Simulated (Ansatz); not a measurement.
## BH₃S, SMILES BS: the interaction energy of a dimer with the counterpoise correction

Program: Ansatz 0.2.0 through its Python package.

The script, `bh3s.py`:
```python
# -*- coding: utf-8 -*-
"""Binding of a BH3S dimer at a trial geometry."""

import ansatz as az

FIRST = [
    ("B", (-0.3426, -0.502, -0.0063)),
    ("S", (0.315, 1.1329, -0.7251)),
    ("H", (-1.3493, -0.4157, 0.7007)),
    ("H", (0.1657, -1.4856, -0.3078)),
    ("H", (1.2111, 1.2702, 0.3387)),
]
SECOND = [
    ("B", (0.6379, 0.0837, -4.2447)),
    ("S", (-1.0293, -0.7971, -4.5022)),
    ("H", (1.4041, 0.0843, -5.211)),
    ("H", (0.8318, 0.6269, -3.2527)),
    ("H", (-0.5193, -1.978, -3.9556)),
]

def energy(atoms, ghosts=()):
    molecule = az.Crystal.molecule()
    for symbol, xyz in atoms:
        molecule = molecule.atom(symbol, xyz)
    calc = (
        molecule.calculation()
        .basis(gaussian="cc-pVDZ")
        .functional("hf")
    )
    deck = calc.input()
    if ghosts:
        deck = deck.set(az.key.basis.gaussian.ghost_atoms, [{"symbol": s, "position_ang": list(xyz)} for s, xyz in ghosts])
    return az.Session.from_dict(deck).plan().execute().report["free_energy_ev"]

# ghost atoms carry the functions of the partner
both = energy(FIRST + SECOND)
alone = energy(FIRST) + energy(SECOND)
ghosted = energy(FIRST, SECOND) + energy(SECOND, FIRST)
print(f"dimer {both:.6f} eV")
print(f"interaction, uncorrected   {96.485332 * (both - alone):8.3f} kJ/mol")
print(f"interaction, counterpoise  {96.485332 * (both - ghosted):8.3f} kJ/mol")
print(f"basis-set superposition    {96.485332 * (alone - ghosted):8.3f} kJ/mol")
```

```console
$ python bh3s.py
dimer -23072.162709 eV
interaction, uncorrected      9.667 kJ/mol
interaction, counterpoise    11.458 kJ/mol
basis-set superposition       1.791 kJ/mol
```

Uncorrected it is 9.667 kJ/mol, with the counterpoise correction 11.458 kJ/mol; the difference, 1.79 kJ/mol, is the superposition error. In this basis both values are repulsive.

Caveats:
- Total energies depend on the basis set; only differences at equal settings carry meaning.
- The dimer is a generated trial pose of unrelaxed monomers, not a minimum, so the figure is no binding energy, and the basis set is small.
- Hartree-Fock leaves correlation out, so bond, atomisation and ionisation energies come out well too low.
- This level lacks the dispersion part of the attraction (electrostatics and induction are there), which can decide the sign where the interaction is weak.
- Wall time of the script: 2.5 s on 1 thread of Intel(R) Xeon(R) Processor @ 2.30GHz (shared host), peak memory 0.25 GiB.
